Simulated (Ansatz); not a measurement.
## C₂H₃Br, SMILES C=CBr: the interaction energy of a dimer with the counterpoise correction, step by step

Computed with the Ansatz DFT code, driven from Python.

Interactive session:
```pycon
>>> import ansatz as az
>>> FIRST = [
...     ("C", (-0.5245, 0.1724, -0.4481)),
...     ("C", (0.4175, 0.0111, 0.4061)),
...     ("Br", (1.1599, -1.637, 0.7219)),
...     ("H", (-0.9255, -0.5848, -1.0424)),
...     ("H", (-0.9809, 1.2035, -0.6258)),
...     ("H", (0.8536, 0.835, 0.9884)),
... ]
>>> SECOND = [
...     ("C", (-0.6741, 2.8028, 2.0781)),
...     ("C", (-0.3464, 2.1789, 3.1488)),
...     ("Br", (-0.8501, 2.7811, 4.8073)),
...     ("H", (-1.2593, 3.6653, 2.0469)),
...     ("H", (-0.3448, 2.4187, 1.0548)),
...     ("H", (0.2344, 1.2457, 3.1514)),
... ]
>>> def energy(atoms, ghosts=()):
...     molecule = az.Crystal.molecule()
...     for symbol, xyz in atoms:
...         molecule = molecule.atom(symbol, xyz)
...     calc = (
...         molecule.calculation()
...         .basis(gaussian="def2-SVP")
...         .functional("B3LYP")
...     )
...     deck = calc.input()
...     if ghosts:
...         deck = deck.set(az.key.basis.gaussian.ghost_atoms, [{"symbol": s, "position_ang": list(xyz)} for s, xyz in ghosts])
...     return az.Session.from_dict(deck).plan().execute().report["free_energy_ev"]
...
>>> both = energy(FIRST + SECOND)
>>> alone = energy(FIRST) + energy(SECOND)
>>> ghosted = energy(FIRST, SECOND) + energy(SECOND, FIRST)
>>> print(f"dimer {both:.6f} eV")
dimer -144317.826069 eV
>>> print(f"interaction, uncorrected   {23.060548 * (both - alone):8.3f} kcal/mol")
interaction, uncorrected      2.547 kcal/mol
>>> print(f"interaction, counterpoise  {23.060548 * (both - ghosted):8.3f} kcal/mol")
interaction, counterpoise     3.112 kcal/mol
>>> print(f"basis-set superposition    {23.060548 * (alone - ghosted):8.3f} kcal/mol")
basis-set superposition       0.565 kcal/mol
```

Uncorrected it is 2.547 kcal/mol, with the counterpoise correction 3.112 kcal/mol; the difference, 0.56 kcal/mol, is the superposition error. In this basis both values are repulsive.

Reading the output:
- Total energies depend on the basis set; only differences at equal settings carry meaning.
- The dimer is a generated trial pose of unrelaxed monomers, not a minimum, so the figure is no binding energy, and the basis set is small.
- b3lyp holds the VWN-RPA fit, as in Gaussian; the form of ORCA and Turbomole is b3lyp5.
- This level lacks the dispersion part of the attraction (electrostatics and induction are there), which can decide the sign where the interaction is weak.
- It ran for 12 s on 1 thread of Intel(R) Xeon(R) 6975P-C (Granite Rapids), with other jobs on the host, peak memory 0.47 GiB.
